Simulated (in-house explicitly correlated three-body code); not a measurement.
**Two electrons around a charge of +9.2: exact states and exact Kohn–Sham parts**

The task here is to estimate one member of a computed series from the others.

Program: in-house explicitly correlated three-body code version 1. Level of theory: two electrons, non-relativistic, variational in exponentially correlated functions. These are calculated values, not measurements, unless marked.

## Starting point

| Property | Result |
| --- | --- |
| charge of the centre | +9.2 |
| mass of the centre | infinite |
| interactions | Coulomb |
| basis | 260 functions exp(−a r1 − b r2 − g r12) a state, exponent ranges optimised |
| units | hartree and bohr; relativity and QED are left out |

Set-up of the first run:

Settings:

```ini
Z = 9.2
interaction_strength = 1.0
functions = 260
states_tried = 13
```

Run with:

```sh
$ python run_hyl.py task.json out
```

Among the steps run: Input and results.

One table of the session follows, with a row left open; its other results are not shown here.

| state | binding (eV) | excitation (eV) | ⟨r12⟩ (bohr) |
| --- | --- | --- | --- |
| 1 ¹S | 999.385 | 0 | 0.2505 |
| 2 ³S | 242.155 | 757.230 | 0.7216 |
| 2 ³P | 233.426 | 765.960 | 0.6336 |
| 2 ¹S | 232.949 | 766.436 | 0.7378 |
| 2 ¹P | 227.034 | 772.352 | 0.6285 |
| 3 ³S | 105.378 | 894.007 | 1.602 |
| 3 ³P | 102.994 | 896.391 | 1.517 |
| 3 ¹S | 102.944 | 896.441 | 1.635 |
| 3 ¹P | ? | ? | ? |
| 4 ³S | 58.7148 | 940.671 | 2.858 |
| 4 ³P | 57.7376 | 941.648 | 2.784 |
| 4 ¹S | 57.7291 | 941.656 | 2.904 |
| 4 ¹P | 57.0111 | 942.374 | 2.818 |

Estimate the missing values for 3 ¹P.

**Answer.** binding (eV): 101.228; excitation (eV): 898.157; ⟨r12⟩ (bohr): 1.539. In the column «binding (eV)» it lies between 4 ³S (58.7148) and 3 ¹S (102.944).
